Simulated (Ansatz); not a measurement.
# In3As: the cost of one run

Computed with Ansatz 0.2.0 (DFT PBEsol+D3(BJ), scalar-relativistic, plane waves, PAW, unless a step's input says otherwise).

1 further run of the same task is left out (set aside as unsound or not needed). Runs told in other sessions of the task aren't counted.

### 1 The starting structure

Symmetry: Pm-3m, No. 221, cubic system. The conventional cell has a = 4.502 Å, b = 4.502 Å, c = 4.502 Å, α = 90.00°, β = 90.00°, γ = 90.00°. Around In (site symmetry 4/mmm) lie 8 In at 3.18 Å and 4 As at 3.18 Å. As (site symmetry m-3m) has 12 In at 3.18 Å in its first shell of neighbours.

Structure file:

```cif
data_structure
_symmetry_space_group_name_H-M 'Pm-3m'
_symmetry_Int_Tables_number 221
_cell_length_a 4.5024
_cell_length_b 4.5024
_cell_length_c 4.5024
_cell_angle_alpha 90.000
_cell_angle_beta 90.000
_cell_angle_gamma 90.000
_cell_volume 91.27
loop_
_atom_site_label
_atom_site_type_symbol
_atom_site_symmetry_multiplicity
_atom_site_Wyckoff_symbol
_atom_site_fract_x
_atom_site_fract_y
_atom_site_fract_z
_atom_site_occupancy
In1 In 3 c 0.00000 0.50000 0.50000 1
As1 As 1 a 0.00000 0.00000 0.00000 1
```

It goes back to an entry of the Materials Project, which need not be the stable form.

This cell was relaxed beforehand with the same method: volume 22.82 Å³/atom, gap on the mesh none (metal).

### 2 The reference cell

Reference values: F = -21390.4899 eV; pressure -0.02 GPa; largest force 0.000 eV/Å; gap on the mesh none (metal). It was computed beforehand with the settings of the runs below.

### 3 Setting up energy and stress against strain

The cell is strained by ε times the Voigt pattern (1, 0, 0, 0, 0, 0) (xx, yy, zz, yz, xz, xy; engineering shear), with fractional coordinates fixed (clamped ions). The stress on the pattern is the sum of the stress components weighted by it, tension positive.

### 4 At ε = -0.1500

input.yaml

```yaml
crystal:
  lattice:
    - [3.8270772446, 0.0, 0.0]
    - [0.0, 4.5024438172, 0.0]
    - [0.0, 0.0, 4.5024438172]
  atoms:
    - { symbol: In, position: [0.0, 0.5, 0.5] }
    - { symbol: In, position: [0.5, 0.0, 0.5] }
    - { symbol: In, position: [0.5, 0.5, 0.0] }
    - { symbol: As, position: [0.0, 0.0, 0.0] }
basis:
  ecutwfc: 420
kpoints:
  mp_grid: { grid: [10, 10, 10] }
hamiltonian:
  xc: pbesol
  dispersion: d3bj
scf:
  occupations: { method: gaussian, width: 0.15 }
output:
  forces: true
  stress: true
  eigenvalues: true
```

Run with:

```sh
> ansatz run input.yaml --threads 1 --pin off --max-ram 2560MiB --backend cpu --events-out ev --progress --plain --runs-dir out
```

Q: Estimate wall time and peak memory on 1 thread of Intel Xeon at 2.50GHz (Skylake/Cascade Lake), shared host.

About 31 s, with a peak of 0.53 GiB.
